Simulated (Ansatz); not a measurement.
**CH5BOSe: how energies converge with the basis set**

The task here is to estimate one member of a computed series from the others.

Computed with Ansatz 0.2.0, Gaussian basis. Level: one geometry, several basis sets.

Levels to be run: PBE0-D4/def2-SVP; ωB97M-V/def2-SVP; PBE0-D4/def2-QZVPP; ωB97M-V/def2-QZVPP; the functionals' def2-TZVPP values are taken from earlier runs.

**Structure used throughout**

An earlier PBE0-D4 in a triple-zeta def2 set relaxation fixed the geometry.

SMILES `CB(O)[SeH]`, 9 atoms, charge 0, spin multiplicity 1.

Atoms are counted from 1 here; the program's logs count them from 0.

Bond lengths: C1–B2 1.569 Å, C1–H5 1.096 Å, C1–H6 1.091 Å, C1–H7 1.096 Å, B2–O3 1.358 Å, B2–Se4 1.954 Å, O3–H8 0.961 Å, Se4–H9 1.468 Å. Angles: B2–C1–H5 110.3°, B2–C1–H6 113.9°, B2–C1–H7 110.3°, H5–C1–H6 107.6°, H5–C1–H7 106.8°, H6–C1–H7 107.7°, C1–B2–O3 123.0°, C1–B2–Se4 119.3°, O3–B2–Se4 117.6°, B2–O3–H8 113.0°, B2–Se4–H9 95.4°.

Geometry (Å):

```xyz
9
charge 0, multiplicity 1
C     0.33960    0.67191   -0.94309
B    -0.13490   -0.19468    0.27607
O     0.70710   -0.97614    1.00106
Se   -2.01785   -0.16567    0.79615
H     1.10615    1.38743   -0.62446
H    -0.46084    1.23668   -1.42223
H     0.80007    0.03472   -1.70661
H     1.61528   -0.94043    0.68779
H    -1.86610   -1.10021    1.91821
```

The first run:

File in.yaml:

```yaml
crystal:
  periodic: [false, false, false]
  atoms:
    - {symbol: C, position_ang: [0.339599, 0.671911, -0.943091]}
    - {symbol: B, position_ang: [-0.134897, -0.194676, 0.276071]}
    - {symbol: O, position_ang: [0.707105, -0.976144, 1.001060]}
    - {symbol: Se, position_ang: [-2.017855, -0.165675, 0.796151]}
    - {symbol: H, position_ang: [1.106146, 1.387432, -0.624456]}
    - {symbol: H, position_ang: [-0.460843, 1.236676, -1.422226]}
    - {symbol: H, position_ang: [0.800071, 0.034715, -1.706611]}
    - {symbol: H, position_ang: [1.615281, -0.940432, 0.687790]}
    - {symbol: H, position_ang: [-1.866105, -1.100209, 1.918211]}
basis:
  gaussian: {orbitals: def2-SVP}
hamiltonian: {xc: pbe0, dispersion: d4}
output: {orbitals: {seedname: orbitals}}
```

Among the steps run: PBE0-D4 in def2-SVP; ωB97M-V in def2-SVP; PBE0-D4 in def2-QZVPP; ωB97M-V in def2-QZVPP.

One table of the session follows, with a row left open; its other results are not shown here.

It belongs to the step «Functionals by basis». 

```
functional       basis  HOMO (eV)  LUMO (eV)
   PBE0-D4    def2-SVP      -6.85       0.47
   PBE0-D4  def2-TZVPP      -7.03       0.23
   PBE0-D4  def2-QZVPP      -7.06       0.15
   ωB97M-V    def2-SVP          ?          ?
   ωB97M-V  def2-TZVPP      -9.18       1.81
   ωB97M-V  def2-QZVPP      -9.20       1.30
```

Q: Estimate the row for ωB97M-V, def2-SVP from the others.

The run gave: HOMO (eV): -8.97; LUMO (eV): 2.57. In the column «HOMO (eV)» it lies between ωB97M-V, def2-TZVPP (-9.18) and PBE0-D4, def2-QZVPP (-7.06).
